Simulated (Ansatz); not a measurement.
# H4HfO3Se: the cost of one run

Computed with Ansatz 0.2.0, Gaussian basis. Level: the settings change from run to run.

## Step 1: The relaxed structure

An earlier PBE0-D4 in a triple-zeta def2 set relaxation fixed the geometry. Hf takes a core potential in def2 sets; no spin-orbit term is included.

SMILES `[OH][Hf]([OH])([OH])[SeH]`, 9 atoms, charge 0, spin multiplicity 1.

Atoms are counted from 1 here; the program's logs count them from 0.

Bond lengths: O1–Hf2 1.918 Å, O1–H6 0.951 Å, Hf2–O3 1.915 Å, Hf2–O4 1.919 Å, Hf2–Se5 2.617 Å, O3–H7 0.952 Å, O4–H8 0.951 Å, Se5–H9 1.472 Å. Angles: Hf2–O1–H6 161.1°, O1–Hf2–O3 112.6°, O1–Hf2–O4 108.9°, O1–Hf2–Se5 109.7°, O3–Hf2–O4 111.6°, O3–Hf2–Se5 104.2°, O4–Hf2–Se5 109.7°, Hf2–O3–H7 159.7°, Hf2–O4–H8 158.5°, Hf2–Se5–H9 90.3°.

## Step 2: BHLYP/ANO-RCC-VTZP

This run has multiplicity 3, restricted open-shell orbitals, atoms shaken by 0.03 Å, D3(BJ) dispersion.

Input file in.yaml:

```yaml
crystal:
  periodic: [false, false, false]
  atoms:
    - {symbol: O, position_ang: [-0.219241, 0.959115, -1.531835]}
    - {symbol: Hf, position_ang: [0.147175, -0.056715, -0.032953]}
    - {symbol: O, position_ang: [2.079522, -0.396714, 0.156424]}
    - {symbol: O, position_ang: [-0.870946, -1.654388, -0.110885]}
    - {symbol: Se, position_ang: [-0.443988, 1.307950, 2.138528]}
    - {symbol: H, position_ang: [-0.589297, 1.309570, -2.361626]}
    - {symbol: H, position_ang: [2.925362, -0.464308, 0.016994]}
    - {symbol: H, position_ang: [-1.154283, -2.563049, 0.073475]}
    - {symbol: H, position_ang: [-1.851362, 1.569909, 1.606340]}
basis:
  gaussian: {orbitals: ANO-RCC-VTZP}
magnetization: {spin_polarized: false, initial_magnetization: 2}
hamiltonian: {xc: {name: BHLYP}, dispersion: d3bj}
output: {forces: true}
```

Launch:

```
$ ansatz run in.yaml --threads 4 --pin off --events-out ev --progress --plain --max-ram 11315MiB
```

What time and memory should one allow on 4 threads of Arm Neoverse V2, shared host?

About 2.6 min, with a peak of 2.5 GiB.
